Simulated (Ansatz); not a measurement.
**H2Se2S (SMILES [SeH]S[SeH]): one structure at several levels**

An exercise on one series of results from a longer session: the logs are not shown, and one member is left open.

Computed with Ansatz 0.2.0, Gaussian basis. Level: single points in def2-TZVPP.

Correlated methods freeze the cores. Filled d shells of the heavier atoms are correlated.

### The system as given

SMILES `[SeH]S[SeH]`, 5 atoms, charge 0, spin multiplicity 1.

Atoms are counted from 1 here; the program's logs count them from 0.

Bond lengths: Se1–S2 2.184 Å, Se1–H4 1.387 Å, S2–Se3 2.248 Å, Se3–H5 1.262 Å. Angles: S2–Se1–H4 93.5°, Se1–S2–Se3 108.6°, S2–Se3–H5 94.3°.

Geometry (Å):

```
Se   -1.5234   -0.7937   -0.7362
S    -0.2278   -0.6065    1.0116
Se    1.8860   -0.3094    0.3068
H    -1.7359    0.5731   -0.8317
H     1.7799    0.9449    0.2172
```

The first run:

Input file run/in.yaml:

```yaml
crystal:
  periodic: [false, false, false]
  atoms:
    - {symbol: Se, position_ang: [-1.523400, -0.793700, -0.736200]}
    - {symbol: S, position_ang: [-0.227800, -0.606500, 1.011600]}
    - {symbol: Se, position_ang: [1.886000, -0.309400, 0.306800]}
    - {symbol: H, position_ang: [-1.735900, 0.573100, -0.831700]}
    - {symbol: H, position_ang: [1.779900, 0.944900, 0.217200]}
basis:
  gaussian: {orbitals: def2-TZVPP}
correlation: {method: ccsd_t}
output: {forces: true}
```

No record of the launch command was kept for these runs.

Steps of the session up to this table: CCSD(T)/def2-TZVPP; PBE0-D4/def2-TZVPP; wB97M-V/def2-TZVPP; r2SCAN-D4/def2-TZVPP; PBE-D4/def2-TZVPP; BLYP-D4/def2-TZVPP; r2SCAN0-D4/def2-TZVPP.

One of the session's tables, all rows but one given; the rest of the session is left out.

```
    method  RMS force component (eV/Å)  angle to CCSD(T) forces (°)  dipole (D)
   CCSD(T)                       2.832                    reference        1.52
   PBE0-D4                           ?                            ?           ?
   wB97M-V                       2.869                          1.9        1.52
 r2SCAN-D4                       2.894                          1.5        1.56
    PBE-D4                       3.021                          2.9        1.49
   BLYP-D4                       3.008                          5.8        1.42
r2SCAN0-D4                       2.848                          3.3        1.59
```

Q: Estimate the row for PBE0-D4 from the others.

As computed: RMS force component (eV/Å): 2.929; angle to CCSD(T) forces (°): 2.4; dipole (D): 1.56. In the column «RMS force component (eV/Å)» it lies between r2SCAN-D4 (2.894) and BLYP-D4 (3.008).
